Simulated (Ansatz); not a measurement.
**ClFGaH2N: two geometries relaxed**

Program: Ansatz 0.2.0. Level of theory: RKS PBE0/def2-SVP. These are calculated values, not measurements.

## 1. The structure to begin with

Bond lengths: N1–Ga2 1.682 Å, Ga2–F3 1.565 Å, Ga2–Cl4 1.386 Å, N1–H5 1.072 Å, N1–H6 1.094 Å. Angles: N1–Ga2–F3 90.6°, N1–Ga2–Cl4 151.0°, F3–Ga2–Cl4 116.3°, Ga2–N1–H5 105.9°, Ga2–N1–H6 112.4°, H5–N1–H6 100.3°.

Structure file:

```xyz
6

N     0.1145    0.9032    0.1249
Ga   -0.0304   -0.7671   -0.0093
F     1.4704   -0.9468    0.3953
Cl   -0.6732   -1.8918   -0.5014
H    -0.6974    1.2191    0.7492
H    -0.1419    1.4195   -0.8048
```

## 2. End point A

input.yaml

```yaml
crystal:
  periodic: [false, false, false]
  atoms:
    - { symbol: "N", position_ang: [0.1145, 0.9032, 0.1249] }
    - { symbol: Ga, position_ang: [-0.0304, -0.7671, -0.0093] }
    - { symbol: F, position_ang: [1.4704, -0.9468, 0.3953] }
    - { symbol: Cl, position_ang: [-0.6732, -1.8918, -0.5014] }
    - { symbol: H, position_ang: [-0.6974, 1.2191, 0.7492] }
    - { symbol: H, position_ang: [-0.1419, 1.4195, -0.8048] }
basis:
  gaussian: { orbitals: def2-SVP }
hamiltonian:
  xc: pbe0
relax:
  f_tol: 0.015
  max_steps: 40
output:
  orbitals: {}
```

On the command line:

```bash
ansatz run input.yaml --threads 1 --pin off --max-ram 2048MiB --backend cpu --events-out ev --progress --plain --runs-dir out
```

What time and memory should one allow on 1 thread of Arm Neoverse V1, shared host?

About 69 s, with a peak of 0.19 GiB.
